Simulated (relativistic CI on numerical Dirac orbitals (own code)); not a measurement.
# Rh⁴⁺: L2,3 absorption multiplets

Wanted: the shape of the L2,3 absorption spectrum of Rh⁴⁺ in 4 surroundings, from the same atomic integrals.

Program: relativistic CI on numerical Dirac orbitals (own code) version 1. Level of theory: Dirac-Coulomb-Breit CI, KLI orbitals optimised for each configuration, model QED (radiative potential, 1s self-energy scaled to tabulated hydrogen-like ionisation energies), valence Slater integrals scaled by 0.8, multiplet model of core-to-valence dipole absorption in a parametric crystal field. These are calculated values, not measurements, unless marked.

## (1) What is computed

* ion: Rh⁴⁺ (Rh V)
* nuclear charge: 45
* electrons: 41
* configurations: [Kr] 4d5 → [He] 2s2 2p5 3s2 3p6 3d10 4s2 4p6 4d6
* magnetising field for the dichroism, Lz and Sz: exchange field 10 meV on Sz; these come from the lowest magnetised state alone (0 K)
* temperature of the isotropic spectrum: 300 K
* widths: Lorentz 1.6 eV, Gauss 0.5 eV
* surrounding 1: D3d, 10Dq = 16050, Dsigma = 570, Dtau = -90 cm⁻¹
* surrounding 2: Td, 10Dq = -17200 cm⁻¹
* surrounding 3: Oh, 10Dq = 56200 cm⁻¹
* surrounding 4: Oh, 10Dq = 48100 cm⁻¹

## (2) Surrounding 1: D3d, 10Dq = 16050, Dsigma = 570, Dtau = -90

Input settings:

```ini
atom Rh  Z=45  charge=4  electrons=41
nucleus A=103  rms_radius_fm=4.4945
hamiltonian dirac-coulomb  breit=on  qed=on  c_scale=1
orbitals kli  potential=per-configuration
slater_scale 0.8
correlation none
mixing on
configurations
  [Kr] 4d5
  [He] 2s2 2p5 3s2 3p6 3d10 4s2 4p6 4d6
end
absorption L2,3 T=300 lorentz=1.6 gauss=0.5
crystal_field D3d 10Dq=16050 Dsigma=570 Dtau=-90
```

## (3) Surrounding 2: Td, 10Dq = -17200

Settings: those of step 2 with these lines changed.

```diff
@@ -12,2 +12,2 @@
 absorption L2,3 T=300 lorentz=1.6 gauss=0.5
-crystal_field D3d 10Dq=16050 Dsigma=570 Dtau=-90
+crystal_field Td 10Dq=-17200
```

## (4) Surrounding 3: Oh, 10Dq = 56200

Settings: those of step 3 with these lines changed.

```diff
@@ -12,2 +12,2 @@
 absorption L2,3 T=300 lorentz=1.6 gauss=0.5
-crystal_field Td 10Dq=-17200
+crystal_field Oh 10Dq=56200
```

## (5) Surrounding 4: Oh, 10Dq = 48100

Settings: those of step 4 with these lines changed.

```diff
@@ -12,2 +12,2 @@
 absorption L2,3 T=300 lorentz=1.6 gauss=0.5
-crystal_field Oh 10Dq=56200
+crystal_field Oh 10Dq=48100
```

(Steps that only read results are left out.)

**Question.** What will these runs give? Wanted: highest peak, first run; ground spin; share of the lower edge; core spin-orbit splitting.

The runs gave:

| surrounding | ground S | Lz (0 K) | Sz (0 K) | centroid (eV) | share of the lower edge | up to four highest peaks (% of the highest), eV |
| --- | --- | --- | --- | --- | --- | --- |
| 1: D3d | 2.46 | -0.04 | -2.45 | 3048.30 | 0.739 | 3011.5 (100), 3153.0 (32), 3154.8 (30) |
| 2: Td | 2.45 | -0.04 | -2.44 | 3047.64 | 0.743 | 3011.5 (100), 3152.5 (20), 3154.5 (33) |
| 3: Oh | 0.51 | -0.77 | -0.18 | 3043.95 | 0.777 | 3006.8 (39), 3013.0 (100), 3155.8 (38) |
| 4: Oh | 0.51 | -0.78 | -0.18 | 3042.81 | 0.783 | 3007.0 (38), 3012.5 (100), 3155.2 (36) |

| quantity | value |
| --- | --- |
| highest peak, first run | 3011.5 eV |
| ground spin (effective S from ⟨S²⟩) | 0.51 to 2.46 |
| share of the lower edge | 0.739 to 0.783 |
| core spin-orbit splitting (without Breit) | 147.22 eV |

In words: The ground spin changes between the runs (2.46 to 0.51), and the line shape with it. The lower edge takes 0.74 of the intensity in surrounding 1, above the statistical 0.67. The position of the maximum differs by up to 1.5 eV between the surroundings, by shifts of peaks or by peaks exchanging rank. Edge positions are free-ion values and differ from those in solids by a few eV or more.
